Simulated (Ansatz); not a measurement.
# One shape, several levels: doublet CH3BCl2O+

Aim: a comparison of 6 runs (UHF/STO-3G, U-wB97M-V/def2-SVP, U-wB97X/def2-SVP, UBHLYP/def2-SVP, RPA@PBE/def2-SVP, UMP2/def2-SVP) of doublet CH3BCl2O+. 

The results are computed with Ansatz 0.2.0.

108 further runs of the same task are left out: 108 set aside as unsound or not needed.

**1. The system as given**

CH3BCl2O+: 8 atoms, total charge +1, spin state doublet. SMILES of the parent species: `COB(Cl)Cl`. The coordinates come from a PBE0-D4/def2-TZVP relaxation. That shape belongs to the parent species and isn't relaxed for this state.

Bond lengths: C1–O2 1.417 Å, O2–B3 1.331 Å, B3–Cl4 1.752 Å, B3–Cl5 1.763 Å, C1–H6 1.090 Å, C1–H7 1.091 Å, C1–H8 1.091 Å. Angles: C1–O2–B3 126.0°, O2–B3–Cl4 118.1°, O2–B3–Cl5 123.2°, Cl4–B3–Cl5 118.7°, O2–C1–H6 107.8°, O2–C1–H7 111.7°, O2–C1–H8 108.7°, H6–C1–H7 109.9°, H6–C1–H8 109.2°, H7–C1–H8 109.6°.

**2. A single-point energy at UHF/STO-3G (run 1)**

File input.yaml:

```yaml
basis:
  gaussian:
    orbitals: STO-3G
crystal:
  periodic: [false, false, false]
  atoms:
    - {symbol: C, position_ang: [-0.173000, -0.644100, 0.940400]}
    - {symbol: O, position_ang: [0.000100, -0.547100, -0.462300]}
    - {symbol: B, position_ang: [0.213000, 0.573500, -1.147500]}
    - {symbol: Cl, position_ang: [0.382900, 0.455700, -2.887600]}
    - {symbol: Cl, position_ang: [0.331800, 2.160700, -0.389600]}
    - {symbol: H, position_ang: [0.452100, -1.462400, 1.297300]}
    - {symbol: H, position_ang: [0.104200, 0.282000, 1.445200]}
    - {symbol: H, position_ang: [-1.218800, -0.875400, 1.148200]}
total_charge: 1
magnetization:
  spin_polarized: true
  initial_magnetization: 1
hamiltonian:
  xc: hf
accuracy: high
output: {orbitals: {seedname: orbitals}}
```

Launch:

```console
$ ansatz run input.yaml --threads 1 --pin off --max-ram 3480MiB --events-out events.jsonl --progress --plain --runs-dir runs
```

The log of the run:

```text
Warning: RAYON_NUM_THREADS=1 ignored (pool sized by the plan → 1); use --threads N
Functional definition: HF
  name "HF"
  exchange = exact_x
  correlation = 0
721 factors; integrals over basis functions are off by at most 2.3e-8 eV
mean field evaluation 1: about -28466.9041 eV, gradient 2.1e1 eV
mean field evaluation 2: about -28467.0547 eV, gradient 2.1e1 eV
mean field evaluation 4: about -28471.8385 eV, gradient 3.7e0 eV
mean field evaluation 8: about -28472.3017 eV, gradient 1.1e-1 eV
mean field evaluation 16: about -28472.2949 eV, gradient 2.1e-8 eV
mean field evaluation 32: about -28470.9987 eV, gradient 7.3e0 eV
mean field evaluation 64: about -28471.0476 eV, gradient 2.1e0 eV
mean field evaluation 96: about -28472.1286 eV, gradient 1.7e-1 eV
mean field -28472.29491036 eV, -1046.3375387413 hartree, gradient 2.1e-8 eV, S^2 0.773653; 2 other end points of the search recorded, 0 dependent functions left out
reference -28472.29491036 eV, -1046.3375387413 hartree; 28, 27 occupied and 8, 9 virtual orbitals, 721 factors
Total energy: -28472.29491036 eV, -1046.3375387413 hartree
```

It took 1.2 s on 1 thread of Arm Neoverse V1, shared host; peak memory 0.11 GiB.

**3. A single-point energy at U-wB97M-V/def2-SVP (run 2)**

File in.yaml:

```yaml
crystal:
  periodic: [false, false, false]
  atoms:
    - {symbol: C, position_ang: [-0.173000, -0.644100, 0.940400]}
    - {symbol: O, position_ang: [0.000100, -0.547100, -0.462300]}
    - {symbol: B, position_ang: [0.213000, 0.573500, -1.147500]}
    - {symbol: Cl, position_ang: [0.382900, 0.455700, -2.887600]}
    - {symbol: Cl, position_ang: [0.331800, 2.160700, -0.389600]}
    - {symbol: H, position_ang: [0.452100, -1.462400, 1.297300]}
    - {symbol: H, position_ang: [0.104200, 0.282000, 1.445200]}
    - {symbol: H, position_ang: [-1.218800, -0.875400, 1.148200]}
basis:
  gaussian:
    orbitals: def2-SVP
total_charge: 1
magnetization:
  spin_polarized: true
  initial_magnetization: 1
hamiltonian:
  xc: {name: wB97M-V}
accuracy: high
output:
  orbitals: {seedname: orbitals}
```

Launch:

```console
$ ansatz run in.yaml --threads 1 --pin off --max-ram 3480MiB --events-out events.jsonl --progress --plain --runs-dir runs
```

The log of the run, cut to the lines that bear on the results:

```text
Warning: RAYON_NUM_THREADS=1 ignored (pool sized by the plan → 1); use --threads N
Functional definition: wB97M-V
  name "wB97M-V"
[...]
  gx(w, u) = 1 - cx + cx01*u + cx10*w
  gss(w, u) = css00 + css04*u^4 + css10*w + css20*w^2 + css43*w^4*u^3
  gos(w, u) = cos00 + cos10*w + (cos20 + cos21*u)*w^2 + (cos60 + cos61*u)*w^6
[...]
      + integral(e_c_pw_mod_opposite_spin*gos(b97_w_opposite, b97_u_opposite)) + vv10(b, c)
2083 factors; integrals over basis functions are off by at most 5.6e-9 eV
368 factors; integrals over basis functions are off by at most 2.1e-9 eV
[...]
mean field -28833.46498454 eV, -1059.6102941572 hartree, gradient 2.0e-8 eV, S^2 0.754664; 6 other end points of the search recorded, 0 dependent functions left out
reference -28833.46498826 eV, -1059.6102942939 hartree; 28, 27 occupied and 65, 66 virtual orbitals, 2083 factors
Total energy: -28833.46498826 eV, -1059.6102942939 hartree
```

Wall time 5.4 min (1 thread of Arm Neoverse V1, shared host); peak memory 1.2 GiB.

**4. The energy at U-wB97X/def2-SVP (run 3)**

File molecule.yaml:

```yaml
crystal:
  periodic: [false, false, false]
  atoms:
    - symbol: C
      position_ang: [-0.173000, -0.644100, 0.940400]
    - symbol: O
      position_ang: [0.000100, -0.547100, -0.462300]
    - symbol: B
      position_ang: [0.213000, 0.573500, -1.147500]
    - symbol: Cl
      position_ang: [0.382900, 0.455700, -2.887600]
    - symbol: Cl
      position_ang: [0.331800, 2.160700, -0.389600]
    - symbol: H
      position_ang: [0.452100, -1.462400, 1.297300]
    - symbol: H
      position_ang: [0.104200, 0.282000, 1.445200]
    - symbol: H
      position_ang: [-1.218800, -0.875400, 1.148200]
basis:
  gaussian:
    orbitals: def2-SVP
total_charge: 1
magnetization:
  spin_polarized: true
  initial_magnetization: 1
hamiltonian:
  xc: {name: wB97X}
accuracy: high
output:
  orbitals: {seedname: orbitals}
```

Launch:

```console
$ ansatz run molecule.yaml --threads 1 --pin off --max-ram 3480MiB --events-out events.jsonl --progress --plain --runs-dir runs
```

The log of the run, cut to the lines that bear on the results:

```text
Warning: RAYON_NUM_THREADS=1 ignored (pool sized by the plan → 1); use --threads N
Functional definition: wB97X
  name "wB97X"
[...]
      + exact_x_lr(omega)
[...]
      + integral(e_c_pw_opposite_spin*poly(b97_u_opposite, 1, cos1, cos2, cos3, cos4))
2083 factors; integrals over basis functions are off by at most 5.6e-9 eV
368 factors; integrals over basis functions are off by at most 2.1e-9 eV
[...]
mean field -28834.96510075 eV, -1059.6654224114 hartree, gradient 3.1e-8 eV, S^2 0.756818; 6 other end points of the search recorded, 0 dependent functions left out
reference -28834.96509827 eV, -1059.6654223201 hartree; 28, 27 occupied and 65, 66 virtual orbitals, 2083 factors
Total energy: -28834.96509827 eV, -1059.6654223201 hartree
```

It took 3.7 min on 1 thread of Arm Neoverse V1, shared host; peak memory 0.97 GiB.

Runs 4 to 5 aren't shown in full; the table further down has their settings and results.

**5. The energy at UMP2/def2-SVP (run 6)**

File molecule.yaml:

```yaml
crystal:
  periodic: [false, false, false]
  atoms:
    - {symbol: C, position_ang: [-0.173000, -0.644100, 0.940400]}
    - {symbol: O, position_ang: [0.000100, -0.547100, -0.462300]}
    - {symbol: B, position_ang: [0.213000, 0.573500, -1.147500]}
    - {symbol: Cl, position_ang: [0.382900, 0.455700, -2.887600]}
    - {symbol: Cl, position_ang: [0.331800, 2.160700, -0.389600]}
    - {symbol: H, position_ang: [0.452100, -1.462400, 1.297300]}
    - {symbol: H, position_ang: [0.104200, 0.282000, 1.445200]}
    - {symbol: H, position_ang: [-1.218800, -0.875400, 1.148200]}
basis:
  gaussian: {orbitals: def2-SVP}
accuracy: high
correlation: {method: mp2, frozen_orbitals: {B: 1, C: 1, Cl: 5, H: 0, O: 1}}
magnetization: {spin_polarized: true, initial_magnetization: 1}
total_charge: 1
```

Launch:

```console
$ ansatz run molecule.yaml --threads 1 --pin off --max-ram 3480MiB --events-out events.jsonl --progress --plain --runs-dir runs
```

The log of the run, cut to the lines that bear on the results:

```text
Warning: RAYON_NUM_THREADS=1 ignored (pool sized by the plan → 1); use --threads N
[... 2 set-up lines as earlier in the session ...]
[...]
2083 factors; integrals over basis functions are off by at most 5.6e-9 eV
[...]
mean field -28776.13280221 eV, -1057.5033753177 hartree, gradient 2.9e-8 eV, S^2 0.758225; 11 other end points of the search recorded, 0 dependent functions left out
13 core orbitals not correlated: weight in the atoms' cores, before any rotation towards them, 1.000 or more for the frozen orbitals, at most 0.000 for the correlated occupied ones
reference -28776.13280221 eV, -1057.5033753177 hartree; 15, 14 occupied and 65, 66 virtual orbitals, 2083 factors
second order -17.67380308 eV of doubles, -0.00000000 eV of singles
Total energy: -28793.80660528 eV, -1058.1528756011 hartree
```

Run time: 30 s. Hardware: 1 thread of Arm Neoverse V1, shared host; peak memory 0.56 GiB.

**6. Overview of the runs**

```
run               level  frozen core orbitals   energy (Eh)  HOMO energy (eV)  LUMO energy (eV)   ⟨S²⟩  wall time
  1          UHF/STO-3G                     –  -1046.337539            -16.48             -7.53  0.774      1.2 s
  2  U-wB97M-V/def2-SVP                     –  -1059.610294            -16.91            -11.85  0.755    5.4 min
  3    U-wB97X/def2-SVP                     –  -1059.665422            -17.05            -11.88  0.757    3.7 min
  4     UBHLYP/def2-SVP                     –  -1059.632823            -15.98            -12.74  0.759       53 s
  5    RPA@PBE/def2-SVP                    13  -1058.543241                 –                 –  0.752       46 s
  6       UMP2/def2-SVP                    13  -1058.152876                 –                 –  0.758       30 s
```

**7. Outcome**

| quantity | value |
| --- | --- |
| run 6: total energy | -1058.15288 Eh |
| run 6: correlation energy (13 core orbitals frozen) | -649.5 mEh |
| run 6: ⟨S²⟩ of the reference determinant | 0.758 |

What this shows: Totals of different functionals can't be ranked against each other. In run 1 the basis is minimal, so the values are rough. All runs together took 11 min, the longest 5.4 min.
